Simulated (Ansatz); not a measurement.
# C2H9NSi: small, medium and large basis sets

An exercise on one series of results from a longer session: the logs are not shown, and one member is left open.

Program: Ansatz 0.2.0, Gaussian basis. Level of theory: one geometry, several basis sets. These are calculated values, not measurements.

Plan: PBE0-D4/def2-SVP; ωB97M-V/def2-SVP; PBE0-D4/def2-QZVPP; ωB97M-V/def2-QZVPP; the functionals' def2-TZVPP values are taken from earlier runs.

**The relaxed structure**

The geometry comes from an earlier relaxation with PBE0-D4 in a triple-zeta def2 set; it is a stationary point, not always the lowest conformer.

SMILES `CC[SiH2]N`, 13 atoms, charge 0, spin multiplicity 1.

Atoms are counted from 1 here; the program's logs count them from 0.

Bond lengths: C1–C2 1.526 Å, C1–H5 1.093 Å, C1–H6 1.093 Å, C1–H7 1.093 Å, C2–Si3 1.871 Å, C2–H8 1.095 Å, C2–H9 1.097 Å, Si3–N4 1.724 Å, Si3–H10 1.498 Å, Si3–H11 1.490 Å, N4–H12 1.008 Å, N4–H13 1.007 Å. Angles: C2–C1–H5 111.4°, C2–C1–H6 111.7°, C2–C1–H7 111.5°, H5–C1–H6 107.4°, H5–C1–H7 107.2°, H6–C1–H7 107.5°, C1–C2–Si3 113.2°, C1–C2–H8 110.9°, C1–C2–H9 110.2°, Si3–C2–H8 108.1°, Si3–C2–H9 108.2°, H8–C2–H9 106.0°, C2–Si3–N4 110.3°, C2–Si3–H10 107.4°, C2–Si3–H11 111.3°, N4–Si3–H10 114.7°, N4–Si3–H11 106.2°, H10–Si3–H11 107.0° and more.

Set-up of the first run:

Contents of in.yaml:

```yaml
crystal:
  periodic: [false, false, false]
  atoms:
    - {symbol: C, position_ang: [-1.322229, 1.330385, -0.520874]}
    - {symbol: C, position_ang: [-0.660039, 0.345609, 0.438443]}
    - {symbol: Si, position_ang: [0.768147, -0.585501, -0.331811]}
    - {symbol: N, position_ang: [1.481648, -1.646206, 0.824302]}
    - {symbol: H, position_ang: [-1.733547, 0.819424, -1.395690]}
    - {symbol: H, position_ang: [-2.143220, 1.870690, -0.042990]}
    - {symbol: H, position_ang: [-0.608909, 2.074000, -0.886144]}
    - {symbol: H, position_ang: [-1.385229, -0.387199, 0.806955]}
    - {symbol: H, position_ang: [-0.287041, 0.873738, 1.324314]}
    - {symbol: H, position_ang: [1.703703, 0.431085, -0.911502]}
    - {symbol: H, position_ang: [0.307877, -1.446852, -1.456757]}
    - {symbol: H, position_ang: [1.890447, -1.272924, 1.666352]}
    - {symbol: H, position_ang: [2.008793, -2.440948, 0.500204]}
basis:
  gaussian: {orbitals: def2-SVP}
hamiltonian: {xc: pbe0, dispersion: d4}
output: {orbitals: {seedname: orbitals}}
```

Launch:

```console
$ ansatz run in.yaml --threads 4 --pin off --events-out ev --progress --plain --max-ram 10444MiB
```

Among the steps run: PBE0-D4 in def2-SVP; ωB97M-V in def2-SVP; PBE0-D4 in def2-QZVPP; ωB97M-V in def2-QZVPP.

One of the session's tables, all rows but one given; the rest of the session is left out.

It belongs to the step «Functionals by basis». 

```
functional       basis  HOMO (eV)  LUMO (eV)
   PBE0-D4    def2-SVP          ?          ?
   PBE0-D4  def2-TZVPP      -7.21       0.66
   PBE0-D4  def2-QZVPP      -7.25       0.37
   ωB97M-V    def2-SVP      -9.33       3.07
   ωB97M-V  def2-TZVPP      -9.56       2.14
   ωB97M-V  def2-QZVPP      -9.59       1.61
```

**Question.** Estimate the row for PBE0-D4, def2-SVP.

**Answer.** HOMO (eV): -6.99; LUMO (eV): 1.34. In the column «HOMO (eV)» it is the highest.
